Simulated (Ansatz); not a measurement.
From input file to script: C2H6BBrO, SMILES COB(C)Br in Ansatz 0.2.0.

```yaml
crystal:
  periodic: [false, false, false]
  atoms:
    - { symbol: C, position_ang: [-1.3728, 0.6115, 0.7417] }
    - { symbol: O, position_ang: [-0.0689, 1.0297, 0.6886] }
    - { symbol: B, position_ang: [0.5381, 0.376, -0.4786] }
    - { symbol: C, position_ang: [1.3527, -1.0261, -0.2957] }
    - { symbol: Br, position_ang: [0.6266, 1.2942, -2.2555] }
    - { symbol: H, position_ang: [-1.8964, 1.1702, 1.5988] }
    - { symbol: H, position_ang: [-1.9424, 0.9963, -0.1764] }
    - { symbol: H, position_ang: [-1.5007, -0.4253, 0.8698] }
    - { symbol: H, position_ang: [1.1781, -1.3687, 0.7983] }
    - { symbol: H, position_ang: [2.3576, -0.9423, -0.5189] }
    - { symbol: H, position_ang: [0.7936, -1.7727, -0.9515] }
basis:
  gaussian: { orbitals: def2-SVP }
hamiltonian:
  xc: b3lyp
output:
  forces: true
```

Launched from the shell:
```console
$ ansatz run input.yaml --threads 1 --pin off --max-ram 4096MiB --backend cpu --events-out ev --progress --plain --runs-dir out
Engine: ansatz 0.2.0, aarch64-unknown-linux-gnu
Functional definition: B3LYP
  parameter a0 = 0.2
  parameter ax = 0.72
  parameter ac = 0.81
  exchange = (1 - a0 - ax)*slater_x + ax*b88_x + a0*exact_x
  correlation = (1 - ac)*vwn_rpa_c + ac*lyp_c
1179 factors; integrals over basis functions are off by at most 1.3e-3 eV
mean field evaluation 1: about -74923.6062 eV, gradient 5.9e1 eV
mean field evaluation 2: about -74915.2328 eV, gradient 8.5e1 eV
mean field evaluation 4: about -74931.4356 eV, gradient 3.5e0 eV
mean field evaluation 8: about -74931.5863 eV, gradient 4.8e-1 eV
mean field evaluation 16: about -74931.5868 eV, gradient 1.2e-4 eV
mean field -74931.58682589 eV, -2753.6850253978 hartree, gradient 2.3e-5 eV, S^2 0.000000; 0 other end points of the search recorded, 0 dependent functions left out
the calculation of the forces begins
reference -74931.58707571 eV, -2753.6850345782 hartree; 33, 33 occupied and 85, 85 virtual orbitals, 1179 factors
Total energy: -74931.58707571 eV, -2753.6850345782 hartree
Atom 0 at    -1.372800     0.611500     0.741700 Å, force    -3.007866     3.586822     0.261273 eV/Å
Atom 1 at    -0.068900     1.029700     0.688600 Å, force     2.687361    -1.330544    -3.187676 eV/Å
Atom 2 at     0.538100     0.376000    -0.478600 Å, force     1.034929     0.827794     2.035927 eV/Å
Atom 3 at     1.352700    -1.026100    -0.295700 Å, force    -5.076928    -0.028149     1.593687 eV/Å
Atom 4 at     0.626600     1.294200    -2.255500 Å, force    -0.318342    -0.370616     0.954704 eV/Å
Atom 5 at    -1.896400     1.170200     1.598800 Å, force     0.582615    -0.884405    -0.743436 eV/Å
Atom 6 at    -1.942400     0.996300    -0.176400 Å, force     0.322766    -0.765753     0.736921 eV/Å
Atom 7 at    -1.500700    -0.425300     0.869800 Å, force    -0.268230    -1.966956     0.197085 eV/Å
Atom 8 at     1.178100    -1.368700     0.798300 Å, force     0.517013     0.415645    -1.515520 eV/Å
Atom 9 at     2.357600    -0.942300    -0.518900 Å, force     2.555466     0.023037    -0.764795 eV/Å
Atom 10 at     0.793600    -1.772700    -0.951500 Å, force     0.971215     0.493126     0.431832 eV/Å
Dipole moment:    -0.160721    -0.338219     0.099219 e Å
```

`deck_c2h6bbro.py`
```python
'''Run C2H6BBrO from an input written out key by key.'''

import logging
import sys

import ansatz as az
import numpy as np

logging.basicConfig(stream=sys.stdout, format='[%(levelname)s] %(message)s')
logger = logging.getLogger('ansatz_job')
logger.setLevel(logging.INFO)


def main() -> None:
    deck = {
        'crystal': {
            'periodic': [False, False, False],
            'atoms': [
                {'symbol': 'C', 'position_ang': [-1.3728, 0.6115, 0.7417]},
                {'symbol': 'O', 'position_ang': [-0.0689, 1.0297, 0.6886]},
                {'symbol': 'B', 'position_ang': [0.5381, 0.376, -0.4786]},
                {'symbol': 'C', 'position_ang': [1.3527, -1.0261, -0.2957]},
                {'symbol': 'Br', 'position_ang': [0.6266, 1.2942, -2.2555]},
                {'symbol': 'H', 'position_ang': [-1.8964, 1.1702, 1.5988]},
                {'symbol': 'H', 'position_ang': [-1.9424, 0.9963, -0.1764]},
                {'symbol': 'H', 'position_ang': [-1.5007, -0.4253, 0.8698]},
                {'symbol': 'H', 'position_ang': [1.1781, -1.3687, 0.7983]},
                {'symbol': 'H', 'position_ang': [2.3576, -0.9423, -0.5189]},
                {'symbol': 'H', 'position_ang': [0.7936, -1.7727, -0.9515]},
            ],
        },
        'basis': {'gaussian': {'orbitals': 'def2-SVP'}},
        'hamiltonian': {'xc': 'b3lyp'},
        'output': {'forces': True},
    }
    session = az.Session.from_dict(deck)
    rep = session.plan(threads=1).execute().report

    for key in ('converged', 'free_energy_ev', 'reference_energy_ev', 'n_frozen', 'n_occupied', 'n_virtual'):
        logger.info(f'{key:22s} {rep[key]}')
    symbols = ['C', 'O', 'B', 'C', 'Br', 'H', 'H', 'H', 'H', 'H', 'H']
    field = rep['mean_field']
    print('<S^2> =', round(abs(field['state']['spin_squared']), 4), ' all-electron relativity setting:', field['relativity'])
    print('passes:', field['passes'])
    if 'symmetry' in field:
        print('occupied orbitals by irrep:', field['symmetry']['occupied'])

    forces = np.array(rep['forces_ev_ang'])
    print('largest force', round(float(np.linalg.norm(forces, axis=1).max()), 4), 'eV/A, rms', round(float(np.sqrt((forces ** 2).mean())), 4))
    charges = rep['charge_distribution']
    dipole = np.array(charges['dipole_moment_e_ang']) * 4.803205
    logger.info('dipole (D): {:.3f} {:.3f} {:.3f}, length {:.3f}'.format(*dipole, np.linalg.norm(dipole)))
    logger.info('atom  Mulliken   Lowdin')
    for symbol, m, l in zip(symbols, charges['mulliken_charges_e'], charges['lowdin_charges_e']):
        logger.info(f'{symbol:4s} {m:9.3f} {l:8.3f}')


if __name__ == '__main__':
    main()
```

Running `python deck_c2h6bbro.py` prints:
```text
[INFO] converged              True
[INFO] free_energy_ev         -74931.58707570533
[INFO] reference_energy_ev    -74931.58707570533
[INFO] n_frozen               0
[INFO] n_occupied             [33, 33]
[INFO] n_virtual              [85, 85]
<S^2> = 0.0  all-electron relativity setting: none
passes: {'evaluations': 16, 'products': 12}
occupied orbitals by irrep: [{'A': 33}, {'A': 33}]
largest force 5.3213 eV/A, rms 1.6933
[INFO] dipole (D): -0.772 -1.625 0.477, length 1.861
[INFO] atom  Mulliken   Lowdin
[INFO] C        0.179    0.087
[INFO] O       -0.273    0.138
[INFO] B        0.084   -0.541
[INFO] C       -0.055    0.007
[INFO] Br      -0.140    0.239
[INFO] H        0.030   -0.003
[INFO] H        0.014   -0.000
[INFO] H        0.009   -0.027
[INFO] H        0.048    0.043
[INFO] H        0.047    0.006
[INFO] H        0.057    0.050
```

Caveats:
- These settings explore the input space; basis and method may be short of convergence.
- The geometry is a force-field or estimated start, not a minimum of this method, and the basis set is short of its limit.
- The Löwdin charges here are taken after orthogonalising the functions within each atom; they differ from plain Löwdin charges, and their signs can be unphysical.
- b3lyp holds the VWN-RPA fit, as in Gaussian; the form of ORCA and Turbomole is b3lyp5.
- It ran for 6.5 s on 1 thread of Arm Neoverse V2 (shared host), peak memory 0.32 GiB.

(Lines on the test bed's own set-up are left out of the output.)
